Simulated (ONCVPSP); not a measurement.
# Pseudopotential generation for Te: ONCV, LDA (Perdew-Wang 92)

Task: generate the file, and judge it by its errors in other configurations, its logarithmic derivatives, its ghosts and its cutoff.

Program: ONCVPSP 4.0.1.1 (patched build). Reference atom: LDA (Perdew-Wang 92), scalar-relativistic, spherical and spin-unpolarised. All values are calculated.

### 1 The design

Typed settings, in words:

| Item | Value |
| --- | --- |
| element | tellurium (Te, Z = 52) |
| type | optimised norm-conserving Vanderbilt (ONCV) |
| frozen core | [Ar] 3d10 |
| valence charge | 24 |
| reference configuration | 4s2 4p6 4d10 5s2 5p3 (charge +1) |
| partial waves | 4s+5s: rc 1.35 bohr, ncon 4, nbas 9, qcut 5.3 1/bohr, 2 projectors; 4p+5p: rc 1.30 bohr, ncon 4, nbas 8, qcut 11.6 1/bohr, 2 projectors; 4d: rc 1.35 bohr, ncon 4, nbas 9, qcut 12 1/bohr, 2 projectors, debl 1.6 Ha |
| local potential | polynomial inside 0.80 bohr (lpopt 5, dvloc0 0 Ha) |
| core correction | polynomial model core, fcfact 0.2 |

The outer shells as boxes (Hund's rule for the drawing; the calculation is spin-unpolarised):

```
[Ar] core
3d [↑↓][↑↓][↑↓][↑↓][↑↓]
4s [↑↓]
4p [↑↓][↑↓][↑↓]
4d [↑↓][↑↓][↑↓][↑↓][↑↓]
5s [↑↓]
5p [↑ ][↑ ][↑ ]
```

### 2 Generating the potential

Te.dat

```
# ATOM AND REFERENCE CONFIGURATION
# atsym  z   nc   nv     iexc    psfile
  Te 52.00    6    5  -001012      upf
#
#   n    l    f
    1    0    2.00
    2    0    2.00
    2    1    6.00
    3    0    2.00
    3    1    6.00
    3    2   10.00
    4    0    2.00
    4    1    6.00
    4    2   10.00
    5    0    2.00
    5    1    3.00
#
# PSEUDOPOTENTIAL AND OPTIMIZATION
# lmax
    2
#
#   l,   rc,      ep,       ncon, nbas, qcut
    0    1.35    0.00    4    9    5.30
    1    1.30    0.00    4    8   11.60
    2    1.35    0.00    4    9   12.00
#
# LOCAL POTENTIAL
# lloc, lpopt,  rc(5),   dvloc0
    4    5    0.80    0.00
#
# VANDERBILT-KLEINMAN-BYLANDER PROJECTORs
# l, nproj, debl
    0    2    2.00
    1    2    2.00
    2    2    1.60
#
# MODEL CORE CHARGE
# icmod, fcfact, rcfact
    1    0.20    0.00
#
# LOG DERIVATIVE ANALYSIS
# epsh1, epsh2, depsh
   -8.00    5.00    0.04
#
# OUTPUT GRID
# rlmax, drl
    6.00    0.01
#
# TEST CONFIGURATIONS
# ncnf
    4
# nvcnf
#   n    l    f
    5
    4    0    2.00
    4    1    6.00
    4    2   10.00
    5    0    2.00
    5    1    4.00
#
    5
    4    0    2.00
    4    1    6.00
    4    2   10.00
    5    0    2.00
    5    1    2.00
#
    5
    4    0    2.00
    4    1    6.00
    4    2   10.00
    5    0    2.00
    5    1    1.00
#
    5
    4    0    2.00
    4    1    6.00
    4    2   10.00
    5    0    0.00
    5    1    6.00
#
```

Started as:

```
oncvpsp.x < Te.dat > Te.out
```

**Question.** What will these runs give? Wanted: cutoffs for 1 and 0.1 mHa per electron, occupied waves; bound ghosts; GHOST(+) flags; largest test error; largest phase difference near zero energy, channels read; rms error of d²Exc/dn², without and with the model core; projector energies reset by the program.

**Answer**, as computed:

```
                                                quantity                              value
  cutoffs for 1 and 0.1 mHa per electron, occupied waves                   49 Ha and 154 Ha
                                            bound ghosts                         none found
                                          GHOST(+) flags                         s at 60 eV
                            largest test error (AE − PS)  -15 meV, for 4s2 4p6 4d10 5s0 5p6
largest phase difference near zero energy, channels read                          0.012 rad
 rms error of d²Exc/dn², without and with the model core                  4.46 and 1.30 mHa
                 projector energies reset by the program                d: -1.865, 0.250 Ha
```

In words: By total energies transferability is good: the largest error is 15 meV on 9.0 eV, for 4s2 4p6 4d10 5s0 5p6. The potential is hard: the looser tolerance needs 49 Ha. The tighter tolerance needs 154 Ha, and converged work needs a cutoff nearer that. At the looser tolerance the 4d wave is the slowest; 5s needs 37 Ha. It is free of bound ghosts as far as tested. Near zero energy the phases of the channels with partial waves agree within 0.012 rad. The program also flags highly localised states, GHOST(+) (s). These are tests on the free atom; a crystal test is still owed.
